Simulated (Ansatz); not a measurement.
I need a small convex hull of the Cs-Bi system. Use the Ansatz DFT code, driven from Python. Use (first run): r2SCAN, PAW, cutoff 600 eV, 4×4×4 k-points, cold smearing of 0.05 eV.

Contents of `cs3bi_cs3bi_fm_3m.vasp`:
```text
Cs3Bi
1.0
   0.00000000    4.69659382    4.69659382
   4.69659382    0.00000000    4.69659382
   4.69659382    4.69659382    0.00000000
Cs Bi
3 1
Direct
   0.25000000    0.25000000    0.25000000
   0.75000000    0.75000000    0.75000000
   0.50000000    0.50000000    0.50000000
   0.00000000    0.00000000    0.00000000
```

The script reads `cs3bi_csbi2_fd_3m.cif`:
```cif
data_CsBi2
_cell_length_a 6.900780
_cell_length_b 6.900780
_cell_length_c 6.900780
_cell_angle_alpha 60.00000
_cell_angle_beta 60.00000
_cell_angle_gamma 60.00000
_symmetry_space_group_name_H-M 'P 1'
_symmetry_Int_Tables_number 1
loop_
_symmetry_equiv_pos_as_xyz
'x, y, z'
loop_
_atom_site_label
_atom_site_type_symbol
_atom_site_fract_x
_atom_site_fract_y
_atom_site_fract_z
Cs1 Cs    0.500000    0.500000    0.500000
Cs2 Cs    0.750000    0.750000    0.750000
Bi3 Bi    0.625000    0.125000    0.125000
Bi4 Bi    0.125000    0.125000    0.125000
Bi5 Bi    0.125000    0.125000    0.625000
Bi6 Bi    0.125000    0.625000    0.125000
```

The script reads `cs3bi_cs.cif`:
```cif
data_Cs
_cell_length_a 5.254176
_cell_length_b 5.254176
_cell_length_c 5.254176
_cell_angle_alpha 109.47122
_cell_angle_beta 109.47122
_cell_angle_gamma 109.47122
_symmetry_space_group_name_H-M 'P 1'
_symmetry_Int_Tables_number 1
loop_
_symmetry_equiv_pos_as_xyz
'x, y, z'
loop_
_atom_site_label
_atom_site_type_symbol
_atom_site_fract_x
_atom_site_fract_y
_atom_site_fract_z
Cs1 Cs    0.000000    0.000000    0.000000
```

The script reads `cs3bi_bi.xyz`:
```text
2
Lattice="2.2675 1.30914174 3.938 -2.2675 1.30914174 3.938 0.0 -2.61828347 3.938" Properties=species:S:1:pos:R:3 pbc="T T T"
Bi   -0.00000000    0.00000000    2.76447600
Bi    0.00000000    0.00000000    9.04952400
```

The script, `cs3bi.py`:
```python
'''Stability of Cs-Bi compounds against each other, after relaxing atoms and volume at fixed cell shape.'''

from collections import Counter
import warnings

import ansatz as az
from ase.io import read
from pymatgen.analysis.phase_diagram import PDEntry, PhaseDiagram
from pymatgen.core import Composition

SETTINGS = {
    'functional': 'r2scan',
    'ecut': 600,
    'k_spacing': 0.33,
    'smearing': 'cold',
    'sigma': 0.05,
}


def solve(name, crystal):
    calc = (
        crystal.calculation()
        .functional(SETTINGS['functional'])
        .basis(SETTINGS['ecut'])
        .kpoints(spacing=SETTINGS['k_spacing'])
        .occupations(SETTINGS['smearing'], width=SETTINGS['sigma'])
    )
    calc = calc.relax(force_tolerance=0.01, max_steps=40, fix_cell=['shape'])
    return calc.run(threads=1, backend='cpu')


def counts(outcome):
    return Counter(site.symbol for site in outcome.lattice.sites)

warnings.simplefilter('ignore', az.DeckWarning)

phases = {}
atoms = read('cs3bi_cs3bi_fm_3m.vasp', format='vasp')
cs3bi_fm_3m = az.Crystal.from_ase(atoms)
phases['Cs3Bi Fm-3m'] = cs3bi_fm_3m
atoms = read('cs3bi_csbi2_fd_3m.cif')
csbi2_fd_3m = az.Crystal.from_ase(atoms)
phases['CsBi2 Fd-3m'] = csbi2_fd_3m
atoms = read('cs3bi_cs.cif')
cs = az.Crystal.from_ase(atoms)
phases['Cs'] = cs
bi = az.Crystal.from_extxyz('cs3bi_bi.xyz')
phases['Bi'] = bi

done = {}
for name, crystal in phases.items():
    done[name] = solve(name, crystal)
    print(f'{name}: {done[name].report["energy_sigma0_ev"]:.4f} eV, {len(done[name].lattice.sites)} atoms')

entries = [PDEntry(Composition(dict(counts(o))), o.report['energy_sigma0_ev'], name=name) for name, o in done.items()]
diagram = PhaseDiagram(entries)
rows = [(e.name, e.composition.get_atomic_fraction('Bi'), diagram.get_form_energy_per_atom(e), diagram.get_e_above_hull(e)) for e in entries]
rows.sort(key=lambda row: row[1])
print('     phase       x(Bi)  E_form (eV/atom)  above hull (eV/atom)')
for row in rows:
    print(f'{str(row[0]):>10}  {row[1]:10.3f}  {row[2]:16.4f}  {row[3]:20.4f}')
print('on the hull of these phases:', ', '.join(row[0] for row in rows if row[3] < 1e-6))
```

`python cs3bi.py` gives:
```text
Cs3Bi Fm-3m: -29470.8010 eV, 4 atoms
CsBi2 Fd-3m: -61018.1779 eV, 6 atoms
Cs: -5685.9260 eV, 1 atoms
Bi: -24822.1316 eV, 2 atoms
     phase       x(Bi)  E_form (eV/atom)  above hull (eV/atom)
        Cs       0.000            0.0000                0.0000
Cs3Bi Fm-3m       0.250           -0.4893                0.0000
CsBi2 Fd-3m       0.667           -0.3438                0.0000
        Bi       1.000            0.0000                0.0000
on the hull of these phases: Cs, Cs3Bi Fm-3m, CsBi2 Fd-3m, Bi
```

Absolute energies stand on the zero of these potentials, so only differences at equal settings mean something. For the metals among these phases the mesh is modest: differences between phases can be off by up to 40 meV an atom. Atoms and volume are relaxed with the cell's shape held, which in cells of lower than cubic symmetry can hide stresses and shift volumes. Spin-orbit coupling, which matters for elements this heavy, is left out. The cells come from databases of deposited and of computed structures, and not all need be stable phases. Differences under about 40 meV an atom lie within the error of mesh and functional, so such verdicts may flip; only the cells listed enter the hull. It ran for 110 s on 1 thread of Arm Neoverse V2, on a shared host, peak memory 1.7 GiB.

(Lines on the test bed's own set-up are left out of the output.)
